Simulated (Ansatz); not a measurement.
# O (fcc type): the cost of one run

Method: DFT LDA, with the methods named in each step, in Ansatz 0.2.0.

## Step 1: The structure to begin with

The structure is cubic, space group Fm-3m (No. 225). The conventional cell has a = 3.530 Å, b = 3.530 Å, c = 3.530 Å, α = 90.00°, β = 90.00°, γ = 90.00°. Around O (site symmetry m-3m) lie 12 O at 2.50 Å.

Coordinates:

```
CELL_PARAMETERS angstrom
0.00000 1.76517 1.76517
1.76517 0.00000 1.76517
1.76517 1.76517 0.00000
ATOMIC_POSITIONS crystal
O 0.00000 0.00000 0.00000
```

Whether this phase is the stable one at these pressures isn't tested.

## Step 2: Cell relaxed at zero pressure, PAW

input.yaml

```yaml
crystal:
  lattice:
    - [0.0, 1.7651741677, 1.7651741677]
    - [1.7651741677, 0.0, 1.7651741677]
    - [1.7651741677, 1.7651741677, 0.0]
  atoms:
    - { symbol: O, position: [0.0, 0.0, 0.0] }
kpoints:
  mp_grid: { grid: [18, 18, 18] }
scf:
  occupations: { method: fermi_dirac, width: 0.08 }
hamiltonian:
  xc: lda
  pseudopotentials: { kind: paw }
output:
  forces: true
  stress: true
relax:
  f_tol: 0.005
  max_steps: 40
  cell: {}
```

Launch:

```sh
ansatz run input.yaml --threads 1 --pin off --max-ram 2048MiB --backend cpu --events-out ev --progress --plain --runs-dir out
```

**Question.** How long does this run take on 1 thread of Arm Neoverse V1, shared host, and how much memory does it need?

About 11 s, with a peak of 0.26 GiB.
